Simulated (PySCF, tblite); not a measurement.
# C₇H₁₃N: geometry, infrared bands and NMR shifts

What infrared bands and NMR shifts should C₇H₁₃N (`C=C[C@@H]1CN1C(C)C`) show?

Computed with tblite 0.8.0 and PySCF 2.14.0, with density-fitted response routines of our own, on a single molecule in the gas phase. Atoms are numbered from 0 throughout.

### 1 The molecule as given

21 atoms, charge 0, multiplicity 1; geometry from: force field or distance geometry start.

Bonds of the start (Å): C0–C1 1.35, C1–C2 1.44, C2–C3 1.52, C3–N4 1.47, N4–C5 1.48, C5–C6 1.53, C5–C7 1.53, N4–C2 1.47, C0–H8 1.08, C0–H9 1.08, C1–H10 1.10, C2–H11 1.09, C3–H12 1.09, C3–H13 1.07, C5–H14 1.10, C6–H15 1.11, C6–H16 1.09, C6–H17 1.10, C7–H18 1.09, C7–H19 1.10, C7–H20 1.10.

### 2 Relaxing the molecule with GFN2-xTB

The job: settings as JSON, then the geometry in Å.

```
{"job": {"kind": "relax", "xc": "GFN2-xTB", "basis": "xTB"}, "charge": 0, "multiplicity": 1}
C      3.559400    -0.421300    -0.180700
C      2.264400    -0.686900     0.089400
C      1.118500     0.059600    -0.371800
C      0.721200     1.341400     0.334400
N     -0.052000     0.106400     0.522800
C     -1.344900     0.112300    -0.195600
C     -1.749400    -1.327300    -0.498200
C     -2.388700     0.781600     0.699300
H      3.831200     0.422500    -0.802100
H      4.344300    -1.038400     0.222300
H      2.053300    -1.554800     0.728800
H      0.925600     0.004500    -1.442300
H      1.296200     1.647900     1.213600
H      0.302000     2.142400    -0.241100
H     -1.298800     0.672000    -1.140900
H     -1.836200    -1.924500     0.434300
H     -1.022000    -1.817100    -1.147900
H     -2.723000    -1.362500    -0.999800
H     -2.136800     1.823600     0.911200
H     -2.497100     0.256700     1.659000
H     -3.375800     0.778800     0.204900
```

On the command line:

```console
OMP_NUM_THREADS=1 python probes_run.py task.json out
```

One launch serves the whole session: the jobs run in the order shown.

**Question.** This job is followed by: GFN2-xTB harmonic vibrations, gas phase; GIAO PBE0/pcSseg-1 NMR shielding, non-relativistic, gas phase. What will the session give for the following? strongest single infrared mode (GFN2-xTB); zero-point energy (GFN2-xTB); ¹³C shifts against TMS (PBE0/pcSseg-1); ¹H shifts against TMS (PBE0/pcSseg-1, means over atoms taken as alike); ¹⁵N shifts against NH3 (PBE0/pcSseg-1).

**Answer**, as computed:

| quantity | value |
| --- | --- |
| strongest single infrared mode (GFN2-xTB) | 2765 cm⁻¹, 111 km/mol |
| zero-point energy (GFN2-xTB) | 115.2 kcal/mol |
| ¹³C shifts against TMS (PBE0/pcSseg-1) | 152.0, 120.2, 62.6, 43.8, 34.6, 25.0, 24.3 ppm |
| ¹H shifts against TMS (PBE0/pcSseg-1, means over atoms taken as alike) | 5.79, 5.59, 5.35, 1.59, 1.49, 1.41, 1.31, 1.17, 1.12 ppm |
| ¹⁵N shifts against NH3 (PBE0/pcSseg-1) | 70.3 ppm |

The optimisation took 116 steps and gained 0.291 eV; among the close pairs (by a distance rule), C3–N4 changed most, from 1.469 to 1.433 Å. All 57 modes are real, so the xTB geometry is a minimum. The strongest single mode, at 2765 cm⁻¹, moves mainly H14. GFN2-xTB is a fitted tight-binding method: band positions and strengths are rough. Its intensities can rank the bands wrongly. The most deshielded carbon is C1 (alkene CH), at 152.0 ppm: the olefinic region. The most deshielded hydrogen is H10 (hydrogen on an alkene CH), at 5.79 ppm: olefinic region. At PBE0/pcSseg-1: Shielding is most anisotropic at C1 (span 227 ppm, paramagnetic term -217 ppm).
